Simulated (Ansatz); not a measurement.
This was printed by a script on Ansatz 0.2.0, Python API, for a comparison of functionals at one structure of TiAl, space group P4/mmm. What did the script look like? Settings (first run): PBE, norm-conserving potentials, the default cutoff (1155 eV here), 6×6×5 k-points, cold smearing of 0.1 eV. The script varies functional: pbe, revpbe, r2scan, lda.

```
Ti Al
1.0
     2.83730    0.00000    0.00000
     0.00000    2.83730    0.00000
     0.00000    0.00000    4.05910
Ti Al
1 1
Direct
  0.00000 0.00000 0.00000
  0.50000 0.50000 0.50000
```

```console
$ python xc_tial.py --kmesh 6 6 5
functional  F/atom (eV)  iterations  P (GPa)  k-points
       pbe   -893.22051           8 -0.68314        30
    revpbe   -893.71607           8  1.29616        30
    r2scan   -928.76286           7 -2.21346        30
       lda   -839.99848           8 -7.42936        30
```

One script that gives this output:

The script, `xc_tial.py`:
```python
"""One structure of TiAl under several functionals."""

import argparse
import warnings

import ansatz
import pandas as pd

parser = argparse.ArgumentParser(description="One structure of TiAl under several functionals.")
parser.add_argument("--kmesh", type=int, nargs=3, required=True, help="k-point sampling")
parser.add_argument("--filling", default="cold", help="how the bands are filled")
parser.add_argument("--max-scf", type=int, default=60, help="SCF control")
parser.add_argument("--extra-bands", type=int, default=2, help="SCF control")
args = parser.parse_args()

warnings.simplefilter("ignore", ansatz.DeckWarning)

xtal = (
    ansatz.Lattice.from_parameters(2.8373, 2.8373, 4.0591, alpha=90, beta=90, gamma=90)
    .space_group(123, hermann_mauguin="P4/mmm")
    .atom("Ti", [0.0, 0.0, 0.0])
    .atom("Al", [0.5, 0.5, 0.5])
)

base = (
    xtal.calculation()
    .pseudopotentials("nc")
    .accuracy("medium")
    .kpoints(*args.kmesh)
    .occupations(args.filling)
    .scf(max_iterations=args.max_scf, extra_bands=args.extra_bands, algorithm="density_mixing")
    .stress()
)

rows = []
for value in ["pbe", "revpbe", "r2scan", "lda"]:
    data = base.functional(value).run().report
    rows.append((value, data["free_energy_ev"] / len(data["lattice"]["sites"]), data["n_iterations"], sum(data["stress_gpa"][i][i] for i in range(3)) / 3, data["n_kpoints"]))

table = pd.DataFrame(rows, columns=["functional", "F/atom (eV)", "iterations", "P (GPa)", "k-points"])
print(table.round(5).to_string(index=False))
```

From lowest to highest: LDA (-7.4 GPa), r2SCAN (-2.2 GPa), PBE (-0.7 GPa) and revPBE (1.3 GPa). At a fixed cell a lower pressure usually means a smaller equilibrium volume, so LDA prefers the smallest cell and revPBE the largest.

Reading the output:
- Such functionals run on norm-conserving files made under PBE, which can move pressures by some GPa.
- For a metal this k-point mesh is coarse: on a finer one energies can move by several to tens of meV an atom and pressures by half a GPa or more, differences at one mesh by less.
- Pressure is positive in compression.
- The structure is a deposited one; some such entries were measured under pressure or heat, so a shift against it needn't be the functional's error alone.
- Total energies of different functionals can't be compared; pressures, moments and gaps at this one structure can.
- Run time: 18 s on 1 thread of Arm Neoverse V1 (shared host), peak memory 0.62 GiB.

(Lines on the test bed's own set-up are left out of the output.)
